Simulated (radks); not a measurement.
# Numerical settings for Zn³⁺

Aim: see which numerical settings matter for the zinc ion Zn3+. Each run changes a setting or two against a run with the defaults. The defaults are a mesh step of 0.008 in ln r, a mesh end at 40 bohr or more, Anderson mixing 0.5 over 9 steps and a tight residual threshold, with the energy settled to 1e-9 hartree as well; every run has a cap on iterations.

Method: Dirac Kohn-Sham, PBE, spin-unpolarised, spherical densities, finite nucleus; open shells fill j = l - 1/2 first. Code: radks (a radial shooting solver on a logarithmic mesh, Libxc functionals) version 1.

## Step 1: Starting point

- element: zinc (Z = 30)
- charge: +3
- electrons: 27
- configuration: [Ar] 3d9
- nuclear rms radius: 3.9283 fm

## Step 2: Default settings

Settings of this run:

```text
Z 30
configuration [Ar] 3d9
relativity Dirac
functional pbe,pbe
spin unpolarised
j_filling energy
nucleus finite rms 3.9283 fm
c 137.035999084
max_iterations 51
```

Command:

```
python run_ks.py task.json out
```

The same process makes all the runs of this session.

## Step 3: Mesh step in ln r 0.05

Settings, as their differences from step 2:

```diff
@@ -8,2 +8,3 @@
 c 137.035999084
+mesh_step 0.05
 max_iterations 51
```

## Step 4: Mesh step in ln r 0.012

Settings, as their differences from step 3:

```diff
@@ -8,3 +8,3 @@
 c 137.035999084
-mesh_step 0.05
+mesh_step 0.012
 max_iterations 51
```

## Step 5: Mesh step in ln r 0.005

Settings, as their differences from step 4:

```diff
@@ -8,3 +8,3 @@
 c 137.035999084
-mesh_step 0.012
+mesh_step 0.005
 max_iterations 51
```

## Step 6: Mesh end (bohr) 5

Settings, as their differences from step 5:

```diff
@@ -8,3 +8,3 @@
 c 137.035999084
-mesh_step 0.005
+mesh_end 5
 max_iterations 51
```

## Step 7: Mesh end (bohr) 20

Settings, as their differences from step 6:

```diff
@@ -8,3 +8,3 @@
 c 137.035999084
-mesh_end 5
+mesh_end 20
 max_iterations 51
```

## Step 8: Residual threshold 1e-16

Settings, as their differences from step 7:

```diff
@@ -8,3 +8,3 @@
 c 137.035999084
-mesh_end 20
+threshold 1e-16
 max_iterations 51
```

## Step 9: Residual threshold 0.1

Settings, as their differences from step 8:

```diff
@@ -8,3 +8,3 @@
 c 137.035999084
-threshold 1e-16
+threshold 0.1
 max_iterations 51
```

## Step 10: Mixing 2.5

Settings, as their differences from step 9:

```diff
@@ -8,3 +8,3 @@
 c 137.035999084
-threshold 0.1
+mixing 2.5
 max_iterations 51
```

## Step 11: Mixing history 1, mixing 1

Settings, as their differences from step 10:

```diff
@@ -8,3 +8,4 @@
 c 137.035999084
-mixing 2.5
+history 1
+mixing 1
 max_iterations 51
```

## Step 12: Mixing history 1, mixing 0.05

Settings, as their differences from step 11:

```diff
@@ -9,3 +9,3 @@
 history 1
-mixing 1
+mixing 0.05
 max_iterations 51
```

## Step 13: Mixing history 20

Settings, as their differences from step 12:

```diff
@@ -8,4 +8,3 @@
 c 137.035999084
-history 1
-mixing 0.05
+history 20
 max_iterations 51
```

## Step 14: Iteration cap 2

Settings, as their differences from step 13:

```diff
@@ -8,3 +8,2 @@
 c 137.035999084
-history 20
-max_iterations 51
+max_iterations 2
```

**Question.** What will these runs give? Wanted: for each run, setting; iterations; converged; change of E.

**Answer**, as computed:

```
                      setting  mesh points  iterations  converged  change of E (mhartree)    time
             Default settings         2189          15        yes                       0  0.08 s
       mesh step in ln r 0.05          351          15        yes                +0.01094  0.02 s
      mesh step in ln r 0.012         1459          15        yes                       0  0.05 s
      mesh step in ln r 0.005         3501          16        yes                       0  0.12 s
            mesh end (bohr) 5         1929          15        yes                +0.07137  0.07 s
           mesh end (bohr) 20         2102          15        yes                       0  0.07 s
     residual threshold 1e-16         2189          51         no                       -  0.14 s
       residual threshold 0.1         2189          10        yes                       0  0.06 s
                   mixing 2.5         2189          19        yes                       0   0.1 s
   mixing history 1, mixing 1         2189          51         no                       -  0.62 s
mixing history 1, mixing 0.05         2189          51         no                       -  0.22 s
            mixing history 20         2189          21        yes                       0   0.1 s
              iteration cap 2         2189           2         no                       -  0.01 s
```

A zero stands for a change under the printed digits. No run that converges misses the default energy by more than 1 mhartree. Not converged or rejected: residual threshold 1e-16; mixing history 1, mixing 1; mixing history 1, mixing 0.05; iteration cap 2.
